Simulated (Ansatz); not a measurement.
# P: straining the crystal, uniaxial strain along c

The task here is to estimate one member of a computed series from the others.

Program: Ansatz 0.2.0. Level of theory: DFT r2SCAN, scalar-relativistic, plane waves, PAW. These are calculated values, not measurements.

3 further runs of the same task are left out: 3 set aside as unsound or not needed.

**The starting structure**

It takes space group Pm-3m (No. 221, cubic). The conventional cell has a = 2.437 Å, b = 2.437 Å, c = 2.437 Å, α = 90.00°, β = 90.00°, γ = 90.00°. P (site symmetry m-3m) has 6 P at 2.44 Å as nearest neighbours.

As a file:

```cif
data_structure
_symmetry_space_group_name_H-M 'P 1'
_symmetry_Int_Tables_number 1
_cell_length_a 2.4373
_cell_length_b 2.4373
_cell_length_c 2.4373
_cell_angle_alpha 90.000
_cell_angle_beta 90.000
_cell_angle_gamma 90.000
_cell_volume 14.48
loop_
_atom_site_label
_atom_site_type_symbol
_atom_site_fract_x
_atom_site_fract_y
_atom_site_fract_z
_atom_site_occupancy
P1 P 0.00000 0.00000 0.00000 1
```

It is the result of an earlier relaxation at this level (volume 14.48 Å³/atom; gap on the mesh: none (metal)).

The unstrained cell comes from an earlier run at this level (1 atoms, E(σ→0) -759.0194 eV, gap none (metal)).

The first run:

File input.yaml:

```yaml
crystal:
  lattice:
    - [2.4434400669, 0.0, 0.0]
    - [0.0, 2.4434400669, 0.0]
    - [0.0, 0.0, 2.4129732332]
  atoms:
    - { symbol: P, position: [0.0, 0.0, 0.0] }
basis:
  ecutwfc: 500
kpoints:
  mp_grid: { grid: [22, 22, 22] }
hamiltonian:
  xc: r2scan
scf:
  occupations: { method: gaussian, width: 0.1 }
output:
  forces: true
  stress: true
  eigenvalues: true
relax:
  adjacent_minimum: "off"
  f_tol: 0.008
  max_steps: 40
  cell: { stress_tol: 0.015, fix: [c, angles] }
```

On the command line:

```bash
> ansatz run input.yaml --threads 1 --pin off --max-ram 2560MiB --backend cpu --events-out ev --progress --plain --runs-dir out
```

Among the steps run: The cell strained by -1.0 %; At +1.0 %; At -2.0 %; Strain +2.0 %; The cell strained by -3.0 %; Strain +3.0 %.

One of the session's tables, all rows but one given; the rest of the session is left out.

Lengths are those of the vectors of the cell that was run; stresses in GPa:

| strain (%) | ΔE (meV/atom) | a (Å) | b (Å) | c (Å) |
| --- | --- | --- | --- | --- |
| -3.0 | 13.7 | 2.441 | 2.441 | 2.364 |
| -2.0 | ? | ? | ? | ? |
| -1.0 | 1.3 | 2.438 | 2.438 | 2.413 |
| +0.0 | 0.0 | 2.437 | 2.437 | 2.437 |
| +1.0 | 1.5 | 2.434 | 2.434 | 2.462 |
| +2.0 | 5.5 | 2.432 | 2.432 | 2.486 |
| +3.0 | 12.0 | 2.429 | 2.429 | 2.510 |

Q: Estimate the row for strain (%) = -2.0 from the others.

Worked estimate for «ΔE (meV/atom)». A straight line through the neighbours (-3.0, 13.7) and (-1.0, 1.3) gives 13.7 + (1.3 − 13.7) × (-2.0 + 3.0) / (-1.0 + 3.0) = 7.5; a parabola fitted to 3 rows on both sides gives 5.9.

**Answer.** ΔE (meV/atom): 5.7; a (Å): 2.439; b (Å): 2.439; c (Å): 2.389. In «ΔE (meV/atom)» the line misses by +1.8 and the parabola by +0.2.

ΔE is over the unstrained cell. Stress in GPa, positive in compression, on the Cartesian axes of the input. 
